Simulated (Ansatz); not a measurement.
**PdCH3 (doublet): from a generated start to a stationary point**

Where does this start of PdCH3 (doublet) end when it is relaxed?

Method: UKS PBE0/def2-TZVP; program: Ansatz 0.2.0, Gaussian basis.

## Step 1: Where the work starts

5 atoms, charge 0, spin multiplicity 2.

Atoms are counted from 1 here; the program's logs count them from 0.

Bond lengths: Pd1–C2 2.041 Å, C2–H3 1.099 Å, C2–H4 1.099 Å, C2–H5 1.099 Å. Angles: Pd1–C2–H3 107.2°, Pd1–C2–H4 107.2°, Pd1–C2–H5 107.2°, H3–C2–H4 111.6°, H3–C2–H5 111.6°, H4–C2–H5 111.6°.

Coordinates:

```
Pd   -0.2608    0.0019    0.0016
C     1.7803   -0.0130   -0.0110
H     2.0983   -1.0653   -0.0077
H     2.1153    0.5142    0.8937
H     2.1041    0.5051   -0.9249
```

The start was built by rule and, where that kept it together, relaxed with GFN2-xTB. Sticks and bond lists go by distance. No spin-orbit coupling is included. Elements past krypton take def2 core potentials.

## Step 2: The run

File in.yaml:

```yaml
crystal:
  periodic: [false, false, false]
  atoms:
    - {symbol: Pd, position_ang: [-0.260760, 0.001901, 0.001607]}
    - {symbol: C, position_ang: [1.780263, -0.012977, -0.010969]}
    - {symbol: H, position_ang: [2.098283, -1.065324, -0.007691]}
    - {symbol: H, position_ang: [2.115350, 0.514172, 0.893693]}
    - {symbol: H, position_ang: [2.104078, 0.505101, -0.924929]}
basis:
  gaussian: {orbitals: def2-TZVP}
magnetization: {spin_polarized: true, initial_magnetization: 1}
hamiltonian: {xc: pbe0}
relax: {f_tol: 0.004, max_steps: 80}
```

Launch:

```bash
> ansatz run in.yaml --threads 1 --pin off --events-out ev --progress --plain --max-ram 2176MiB
```

Before running it: what results should come out? Wanted: energy gained; shift from the start; total energy; dipole moment; ⟨S²⟩.

The runs gave:

```
                  quantity          value
                     steps              5
             energy gained       0.022 eV
shift from the start (rms)        0.020 Å
              total energy  -4564.2112 eV
             dipole moment         1.36 D
                      ⟨S²⟩          0.752
```

**Reading.** The bonds of the start are those of the end. Pd1–C2 went from 2.041 to 1.988 Å. No vibrations were run, so this is a stationary point, not a proven minimum, and this spin need not be the ground state's.
